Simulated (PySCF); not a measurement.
# C2H2BF5O2: electronic excitations

Wanted: the electronic excitations of C2H2BF5O2 (`FCOB(F)OC(F)(F)F`), by calculation.

Programs: PySCF 2.14.0, with density-fitted response routines of our own. Each step states its level of theory. These are calculated values for one molecule in the gas phase, unless marked as measured. Atoms count from 0, in the outputs and in this text.

## 1. Starting geometry

12 atoms, charge 0, multiplicity 1; geometry from: GFN2-xTB.

Bonds of the start (Å): F0–C1 1.36, C1–O2 1.39, O2–B3 1.33, B3–F4 1.32, B3–O5 1.38, O5–C6 1.32, C6–F7 1.34, C6–F8 1.33, C6–F9 1.33, C1–H10 1.10, C1–H11 1.10.

## 2. TDDFT and polarisability: CAM-B3LYP/def2-SVPD

What the job is given:

```
{"job": {"kind": "uv", "xc": "CAM-B3LYP", "basis": "def2-SVPD", "nstates": 8, "ntriplets": 3}, "charge": 0, "multiplicity": 1}
F      1.934148    -0.019216    -1.406572
C      2.157300     0.331781    -0.114711
O      1.401797    -0.458470     0.745700
B      0.076647    -0.577409     0.699931
F     -0.503667    -1.388285     1.559880
O     -0.681712     0.146092    -0.194440
C     -2.000715     0.105769    -0.309489
F     -2.633119     0.522390     0.792865
F     -2.384988     0.907355    -1.296919
F     -2.475756    -1.109023    -0.584970
H      3.215872     0.143199     0.103028
H      1.895392     1.395131    -0.020328
```

Method: TDDFT CAM-B3LYP/def2-SVPD, vertical, gas phase, core orbitals frozen in the response.

Run with:

```
$ OMP_NUM_THREADS=1 python probes_run.py task.json out
```

The driver reads the jobs from task.json and runs them one after another.

Predict these results of the whole session: lowest singlet (CAM-B3LYP/def2-SVPD); brightest single state of those computed; lowest triplet.

As calculated:

| quantity | value |
| --- | --- |
| lowest singlet (CAM-B3LYP/def2-SVPD) | 9.03 eV (137 nm), f = 0.012 |
| brightest single state of those computed | state 6, 10.30 eV, f = 0.109 |
| lowest triplet | 8.61 eV |

The lowest singlet, at 9.03 eV, is HOMO→LUMO 0.72, HOMO→LUMO+1 0.21 and is weak; of the 8 states computed, the strongest absorption comes from state 6 at 10.30 eV. The lowest triplet lies 0.42 eV below the lowest singlet (triplets in Tamm-Dancoff, singlets in full TDDFT).
